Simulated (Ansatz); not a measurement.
The system is Cs2InAgCl6.

```
CELL_PARAMETERS angstrom
0.00000 5.23450 5.23450
5.23450 0.00000 5.23450
5.23450 5.23450 0.00000
ATOMIC_POSITIONS crystal
Cs 0.75000 0.75000 0.75000
Cs 0.25000 0.25000 0.25000
In 0.00000 0.00000 0.00000
Ag 0.50000 0.50000 0.50000
Cl 0.76021 0.76021 0.23979
Cl 0.23979 0.23979 0.76021
Cl 0.76021 0.23979 0.76021
Cl 0.23979 0.76021 0.76021
Cl 0.23979 0.76021 0.23979
Cl 0.76021 0.23979 0.23979
```

- Program: Ansatz 0.2.0
- Task: relaxation of cell and atoms
- Functional: PBE
- Dispersion: D3(BJ)-ATM
- Potentials or basis: Ansatz PAW
- Cutoff: 420 eV (not typed: the program's choice for these potentials)
- k mesh: 5 × 5 × 5
- Occupations: fermi-dirac, width 0.05 eV
- Spin: no spin polarisation

At the start: volume 28.69 Å³/atom.

Where does the relaxation end?

It ends after 5 steps and the volume is 29.15 Å³/atom (+1.6 %); space group Fm-3m (No. 225, to 0.05 Å).

The path:
```csv
step,energy change (eV),largest force (eV/Å),volume (Å³)
1,0.0000,0.3528,286.85
2,-0.0386,0.1017,290.94
3,-0.0420,0.0113,291.20
4,-0.0421,0.0002,291.53
5,-0.0425,0.0002,291.53
```

Final structure:
```yaml
crystal:
  lattice:
    - [0.00000, 5.26281, 5.26281]
    - [5.26281, 0.00000, 5.26281]
    - [5.26281, 5.26281, 0.00000]
  atoms:
    - { symbol: Cs, position: [0.75000, 0.75000, 0.75000] }
    - { symbol: Cs, position: [0.25000, 0.25000, 0.25000] }
    - { symbol: In, position: [0.00000, 0.00000, 0.00000] }
    - { symbol: Ag, position: [0.50000, 0.50000, 0.50000] }
    - { symbol: Cl, position: [0.75753, 0.75753, 0.24247] }
    - { symbol: Cl, position: [0.24247, 0.24247, 0.75753] }
    - { symbol: Cl, position: [0.75753, 0.24247, 0.75753] }
    - { symbol: Cl, position: [0.24247, 0.75753, 0.75753] }
    - { symbol: Cl, position: [0.24247, 0.75753, 0.24247] }
    - { symbol: Cl, position: [0.75753, 0.24247, 0.24247] }
```

Caveat: the plane-wave basis is chosen anew once the cell has moved, so the energies of steps on either side of that aren't comparable.
